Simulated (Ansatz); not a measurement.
Ag on several prototypes: a ranking of structure types by relaxed energy, run with the Ansatz DFT code, driven from Python.

`run_prototypes.py`:
```python
'''Structural preference of Ag among simple prototypes.'''

import ansatz as az
import numpy as np
import spglib
from tabulate import tabulate

FUNCTIONAL = 'pbesol'
TOLERANCE = 1e-08
KSPACING = 0.33
OCCUPATIONS = 'fermi_dirac'
SIGMA = 0.1


def diamond(first, a):
    return az.Crystal.diamond(first, a=a)


def fcc(first, a):
    return (
        az.Lattice.fcc(a)
        .space_group(225)
        .atom(first, (0, 0, 0))
        .primitive()
    )


def sc(first, a):
    return (
        az.Lattice.cubic(a)
        .space_group(221)
        .atom(first, (0, 0, 0))
    )


def ground_state(name, crystal):
    calc = (
        crystal.calculation()
        .functional(FUNCTIONAL)
        .basis(34 * az.Ry)
        .scf(tolerance=TOLERANCE)
        .kpoints(spacing=KSPACING)
        .occupations(OCCUPATIONS, width=SIGMA)
        .stress()
        .band_table()
    )
    calc = calc.relax(force_tolerance=0.02, max_steps=60, cell=True)
    return calc.run()

def relaxed_twice(name, crystal):
    # the second pass draws mesh and plane waves anew for the relaxed cell
    first = ground_state(name, crystal)
    again = az.Crystal(lattice=az.Lattice.of(first.lattice.cell_ang))
    for site in first.report['lattice']['sites']:
        again = again.atom(site['symbol'], site['position_frac'])
    return ground_state(name, again)


def volume_per_atom(outcome):
    return abs(np.linalg.det(outcome.lattice.cell_ang)) / len(outcome.lattice.sites)


def space_group(outcome):
    sites = outcome.report['lattice']['sites']
    kinds = sorted({site['symbol'] for site in sites})
    cell = (outcome.lattice.cell_ang, [site['position_frac'] for site in sites], [kinds.index(site['symbol']) for site in sites])
    return spglib.get_spacegroup(cell, symprec=0.01)


def pressure_gpa(outcome):
    return float(np.trace(outcome.report['stress_gpa']) / 3)

# a is a first guess in angstrom
phases = {}
phases['diamond'] = diamond('Ag', 5.62)
phases['fcc'] = fcc('Ag', 4.09)
phases['sc'] = sc('Ag', 2.66)

done = {name: relaxed_twice(name, crystal) for name, crystal in phases.items()}

energy = {name: o.report['energy_sigma0_ev'] / len(o.lattice.sites) for name, o in done.items()}
lowest = min(energy.values())
rows = [(name, len(o.lattice.sites), 1000 * (energy[name] - lowest), volume_per_atom(o), space_group(o), pressure_gpa(o)) for name, o in done.items()]
rows.sort(key=lambda row: row[2])
print(tabulate(rows, headers=['phase', 'atoms', 'dE (meV/atom)', 'V (A^3/atom)', 'space group', 'P (GPa)'], floatfmt='.4f', tablefmt='simple'))
print('lowest in energy:', rows[0][0])
```

Which of these structures comes out lowest, and how far apart are they?

By space group at the end of each run: Fm-3m (+0 meV an atom, 16.6 Å³), Pm-3m (+404 meV an atom, 19.4 Å³) and Fd-3m (+1015 meV an atom, 27.7 Å³).

What the script printed:

Running `python run_prototypes.py` prints:
```text
DeckWarning: relax.cell: scf.convergence.dr2_threshold = 1e-8 eV is looser than the 2e-10 eV advised for a relaxation that steers and ends on the stress (1e-10 eV for each atom of the cell: 2). What an SCF threshold leaves in a stress goes as its square root, and in the free energy as the threshold itself, and one threshold admits the most on a small cell: of the crystals measured, under no hybrid functional and no lock of the moments, on runs that ended without the residual-converged pass, on [...]
DeckWarning: relax.cell: scf.convergence.dr2_threshold = 1e-8 eV is looser than the 1e-10 eV advised for a relaxation that steers and ends on the stress (1e-10 eV for each atom of the cell: 1). What an SCF threshold leaves in a stress goes as its square root, and in the free energy as the threshold itself, and one threshold admits the most on a small cell: of the crystals measured, under no hybrid functional and no lock of the moments, on runs that ended without the residual-converged pass, on [...]
phase      atoms    dE (meV/atom)    V (A^3/atom)  space group      P (GPa)
-------  -------  ---------------  --------------  -------------  ---------
fcc            1           0.0000         16.6335  Fm-3m (225)      -0.0110
sc             1         403.7951         19.4251  Pm-3m (221)       0.0047
diamond        2        1015.3840         27.6686  Fd-3m (227)      -0.0389
lowest in energy: fcc
```
(Warnings from the package without file and line, shortened.)

Notes:
- For the metals among these phases the mesh is modest: differences between phases can be off by up to 40 meV an atom.
- Pressure is positive in compression.
- The cells are built on prototypes, so most aren't the phase found in nature. Rows bear the name of their start, and a relaxation keeps or raises the symmetry. Differences under about 40 meV an atom lie within the error of mesh and functional.
- It ran for 17 s on 1 thread of Arm Neoverse V2, on a shared host, peak memory 0.4 GiB.

(Lines on the test bed's own set-up are left out of the output.)
